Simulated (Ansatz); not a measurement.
# HfH2: one contact scaled

An exercise on one series of results from a longer session: the logs are not shown, and one member is left open.

Program: Ansatz 0.2.0. Level of theory: DFT, LDA, PAW with Ansatz's default frozen-core files, scalar-relativistic. These are calculated values, not measurements.

3 further runs of the same task are left out: 2 that didn't finish, 1 set aside as unsound or not needed.

### The structure to begin with

It takes space group I4/mmm (No. 139, tetragonal). Conventional cell: a = 3.461 Å, b = 3.461 Å, c = 4.290 Å, α = 90.00°, β = 90.00°, γ = 90.00°. Hf (site symmetry 4/mmm) has 8 H at 2.04 Å as nearest neighbours. H (site symmetry -4m2) has 4 Hf at 2.04 Å as nearest neighbours.

As a file:

```cif
data_structure
_symmetry_space_group_name_H-M 'I4/mmm'
_symmetry_Int_Tables_number 139
_cell_length_a 3.4614
_cell_length_b 3.4614
_cell_length_c 4.2896
_cell_angle_alpha 90.000
_cell_angle_beta 90.000
_cell_angle_gamma 90.000
_cell_volume 51.40
loop_
_atom_site_label
_atom_site_type_symbol
_atom_site_symmetry_multiplicity
_atom_site_Wyckoff_symbol
_atom_site_fract_x
_atom_site_fract_y
_atom_site_fract_z
_atom_site_occupancy
Hf1 Hf 2 a 0.00000 0.00000 0.00000 1
H1 H 4 d 0.50000 0.00000 0.25000 1
```

The file gives the conventional cell by its symmetry; the runs use the cell typed in the input.

Atoms are numbered in the order of the input: Hf1, H2, H3.

The first run:

Contents of input.yaml:

```yaml
crystal:
  lattice:
    - [-1.7307056792, 1.7307056792, 2.1447997069]
    - [1.7307056792, -1.7307056792, 2.1447997069]
    - [1.7307056792, 1.7307056792, -2.1447997069]
  atoms:
    - { symbol: Hf, position: [0.0, 0.0, 0.0] }
    - { symbol: H, position: [0.25, 0.75, 0.5] }
    - { symbol: H, position: [0.75, 0.25, 0.5] }
kpoints:
  mp_grid: { grid: [11, 11, 11] }
scf:
  occupations: { method: fermi_dirac, width: 0.05 }
hamiltonian:
  xc: lda
  pseudopotentials: { kind: paw }
output:
  forces: true
  stress: true
  eigenvalues: true
  efg: { contact_densities: true }
  populations: true
  write_density: true
  write_potential: true
  elf: true
  volumetric_format: npy
```

The run is started by

```console
$ ansatz run input.yaml --threads 1 --pin off --max-ram 3072MiB --backend cpu --events-out ev --progress --plain --runs-dir out
```

Steps of the session up to this table: Shortest bond scaled by 1, PAW; Shortest bond scaled by 1.12, PAW; Shortest bond scaled by 0.9, PAW; Shortest bond scaled by 0.85, PAW; Shortest bond scaled by 0.62, PAW; Shortest bond scaled by 0.62, PAW (partial_waves polarizable).

One of the session's tables, all rows but one given; the rest of the session is left out.

| method | length (Å) | F from the given length (eV/cell) | force along the bond (eV/Å) | pressure (GPa) | largest force (eV/Å) |
| --- | --- | --- | --- | --- | --- |
| PAW | 1.262 | 4.699 | 19.640 | 38.48 | 19.988 |
| PAW | 1.731 | ? | ? | ? | ? |
| PAW | 1.832 | 0.144 | 1.592 | -3.02 | 1.728 |
| PAW | 2.036 | 0.000 | 0.000 | -4.92 | 0.000 |
| PAW | 2.280 | 0.133 | -0.994 | -3.05 | 1.300 |
| PAW (partial_waves polarizable) | 1.262 | – | 19.602 | 38.37 | 19.951 |

Q: Estimate the row for PAW, 1.731 from the others.

**Answer.** F from the given length (eV/cell): 0.369; force along the bond (eV/Å): 2.915; pressure (GPa): -0.25; largest force (eV/Å): 3.103. In the column «F from the given length (eV/cell)» it lies between PAW, 1.832 (0.144) and PAW, 1.262 (4.699).

Limits of these values: Spin-orbit coupling is left out, though the cell holds Hf; in elements this heavy it can shift bands and gaps by tenths of an eV. Warnings in the runs' records: gradients without spin orbit.
